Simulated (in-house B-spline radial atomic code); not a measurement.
# Sm: ionisation energy by several methods

One table from this session's results is given with a row withheld; the runs are named, their logs left out.

The numbers are computed with in-house B-spline radial atomic code version 1 (Dirac-Coulomb, several functionals; spherical all-electron atom at the radial basis limit), except any that are marked as measured or tabulated.

### Starting point

| Item | Value |
| --- | --- |
| element | samarium (Z = 62) |
| charge | 0 |
| electrons | 62 |
| configuration | [Xe] 4f6 6s2 |
| nucleus | Fermi, rms radius 5.082 fm |

The outer shells:

[Xe] 4f6 6s2
```
[Xe] core
4f [↑ ][↑ ][↑ ][↑ ][↑ ][↑ ][  ]
6s [↑↓]
```

The boxes only draw the filling; these runs are spin-restricted and spherical.

Set-up of the first run:

Settings, as recorded:

```ini
Z = 62
electrons = 62.0
configuration = [Xe] 4f6 6s2
hamiltonian = dirac
method = lda_x_rel,vwn
spin_polarised = False
nucleus = fermi
rms_radius = 5.0819
mass_number = 152
atomic_mass = 151.919738646
speed_of_light = 137.035999084
```

Steps of the session up to this table: relativistic LDA; AM05, a GGA; BLYP, a GGA; RPBE, a GGA; PBE, a GGA; BP86, a GGA.

One table of the session follows, with a row left open; its other results are not shown here.

| method | ΔSCF (eV) |
| --- | --- |
| relativistic LDA | 6.131 |
| AM05 | 5.902 |
| BLYP | 5.889 |
| RPBE | 5.850 |
| PBE | ? |
| BP86 | 6.118 |

**Question.** Estimate the row for PBE.

**Answer.** ΔSCF (eV): 5.948. In the column «ΔSCF (eV)» it lies between AM05 (5.902) and BP86 (6.118).
